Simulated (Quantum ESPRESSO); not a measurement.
Runs of Quantum ESPRESSO 7.5 on SiTe5. It takes space group P6/mmm (No. 191, hexagonal). Conventional cell: a = 6.585 Å, b = 6.585 Å, c = 5.492 Å, α = 90.00°, β = 90.00°, γ = 120.00°. Si (site symmetry 6/mmm) has 18 Te at 3.80 to 4.29 Å as nearest neighbours. Around Te (site symmetry -6m2) lie 9 Te at 3.34 to 3.80 Å and 3 Si at 3.80 Å. Te (site symmetry mmm) has 8 Te at 3.29 to 3.34 Å as nearest neighbours. The cell was built by a generator and needn't be a form met in nature.

| task | level | potentials or basis | cell | k mesh | cutoff (eV) | smearing | mixing beta | diagonalization | most ionic steps | forc conv thr | etot conv thr | other keys | mesh quality | gap on the mesh (eV) | pressure (GPa) |
| --- | --- | --- | --- | --- | --- | --- | --- | --- | --- | --- | --- | --- | --- | --- | --- |
| real-space fields | optB88-vdW | JTH 2.0 PBE | as given | 5 × 5 × 5 | 490 | cold 0.2 eV | 0.7 | paro | - | - | - | mixing_beta = 0.7; diagonalization = paro | not flagged | none | -2.1 |
| relaxation of cell and atoms | PW91 | GBRV 1.5 LDA | relaxed to 0.3 kbar | 3 × 3 × 3 | 612 | cold 0.2 eV | 0.5 | - | 40 | 0.0004 Ry/bohr | 1e-05 Ry | - | coarse | none | 0.0 |
| single point | PBE | SSSP 1.3 efficiency PBE | as given | 5 × 5 × 5 | 748 | fermi-dirac 0.05 eV | 0.5 | - | - | - | - | - | not flagged | none | (a) |
| relaxation of cell and atoms | BLYP | GBRV 1.5 PBEsol | relaxed to 0.3 kbar | 3 × 3 × 3 | 612 | fermi-dirac 0.136 eV | 0.5 | - | 40 | 0.0004 Ry/bohr | 1e-05 Ry | - | coarse | none | 0.0 |

Alike in all rows: no spin polarisation.

Estimate the missing entries.

(a) -2.9.

Caveats: some runs use coarse meshes; the potentials were made for another functional, which shifts forces and pressure (some runs); the cutoff is low for these files, which shifts pressure and relaxed volume (some runs).

A k mesh can miss the band edges, and the runs leave out spin-orbit coupling on Te.

A gap of «none» marks a metal or a gap under the smearing width.
